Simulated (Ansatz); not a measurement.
# C2H4GeO: one species, many methods

An exercise on one series of results from a longer session: the logs are not shown, and one member is left open.

Program: Ansatz 0.2.0, Gaussian basis. Level of theory: functionals in def2-TZVPP, the program's frozen cores in correlated methods. These are calculated values, not measurements.

Plan: LDA (SPW92), PBE-D4, revPBE-D4, BLYP-D4, r2SCAN-D4, B97M-V, PBE0-D4, B3LYP-D4, r2SCANh-D4, r2SCAN0-D4, HSE06-D4, BHLYP-D4, CAM-B3LYP-D4, LC-ωPBE, ωB97X-V, ωB97M-V, B2PLYP, PBE-QIDH; CCSD(T)/def2-SVP; CCSD(T)/def2-TZVPP; MP2/def2-QZVPP; extrapolation to the limit; RPA on PBE.

### Structure used throughout

An earlier PBE0-D4 in a triple-zeta def2 set relaxation fixed the geometry.

SMILES `C#[C][GeH2][OH]`, 8 atoms, charge 0, spin multiplicity 1.

Atoms are counted from 1 here; the program's logs count them from 0.

Bond lengths: C1–C2 1.204 Å, C1–H5 1.066 Å, C2–Ge3 1.892 Å, Ge3–O4 1.778 Å, Ge3–H6 1.538 Å, Ge3–H7 1.538 Å, O4–H8 0.960 Å. Angles: C2–C1–H5 179.4°, C1–C2–Ge3 178.1°, C2–Ge3–O4 104.8°, C2–Ge3–H6 110.0°, C2–Ge3–H7 110.0°, O4–Ge3–H6 110.3°, O4–Ge3–H7 110.3°, H6–Ge3–H7 111.2°, Ge3–O4–H8 112.5°.

Set-up of the first run:

File in.yaml:

```yaml
crystal:
  periodic: [false, false, false]
  atoms:
    - {symbol: C, position_ang: [-0.613477, 1.901688, -1.198218]}
    - {symbol: C, position_ang: [-0.193760, 0.972792, -0.556626]}
    - {symbol: Ge, position_ang: [0.516468, -0.453313, 0.463608]}
    - {symbol: O, position_ang: [-0.715679, -1.731785, 0.376362]}
    - {symbol: H, position_ang: [-0.994422, 2.717849, -1.768422]}
    - {symbol: H, position_ang: [0.721257, -0.006832, 1.920810]}
    - {symbol: H, position_ang: [1.836019, -0.939176, -0.158832]}
    - {symbol: H, position_ang: [-0.464206, -2.518319, 0.865518]}
basis:
  gaussian: {orbitals: def2-TZVPP}
hamiltonian: {xc: lda}
output: {orbitals: {seedname: orbitals}}
```

On the command line:

```console
$ ansatz run in.yaml --threads 2 --pin off --events-out ev --progress --plain --max-ram 4352MiB
```

Steps of the session up to this table: LDA; PBE-D4 (GGA); revPBE-D4 (GGA); BLYP-D4 (GGA); r2SCAN-D4 (meta-GGA); B97M-V (meta-GGA); PBE0-D4 (hybrid); B3LYP-D4 (hybrid); r2SCANh-D4 (hybrid); r2SCAN0-D4 (hybrid); HSE06-D4 (hybrid); BHLYP-D4 (hybrid); CAM-B3LYP-D4 (range-separated); LC-ωPBE (range-separated); ωB97X-V (range-separated); ωB97M-V (range-separated); B2PLYP (double hybrid); PBE-QIDH (double hybrid).

One of the session's tables, all rows but one given; the rest of the session is left out.

```
  functional  HOMO (eV)  gap (eV)
 LDA (SPW92)      -6.98      5.36
      PBE-D4      -6.86      5.49
   revPBE-D4      -6.81      5.54
     BLYP-D4      -6.75      5.48
   r2SCAN-D4      -7.17      6.09
      B97M-V          ?         ?
     PBE0-D4      -8.20      7.74
    B3LYP-D4      -7.97      7.26
  r2SCANh-D4      -7.67      6.91
  r2SCAN0-D4      -8.38      8.10
    HSE06-D4      -7.80      6.96
    BHLYP-D4      -9.30      9.75
CAM-B3LYP-D4      -9.57     10.11
     LC-ωPBE     -10.98     12.75
     ωB97X-V     -10.59     12.22
     ωB97M-V     -10.45     11.86
```

Q: Estimate the row for B97M-V from the others.

As computed: HOMO (eV): -7.22; gap (eV): 6.09. In the column «HOMO (eV)» it lies between r2SCANh-D4 (-7.67) and r2SCAN-D4 (-7.17).
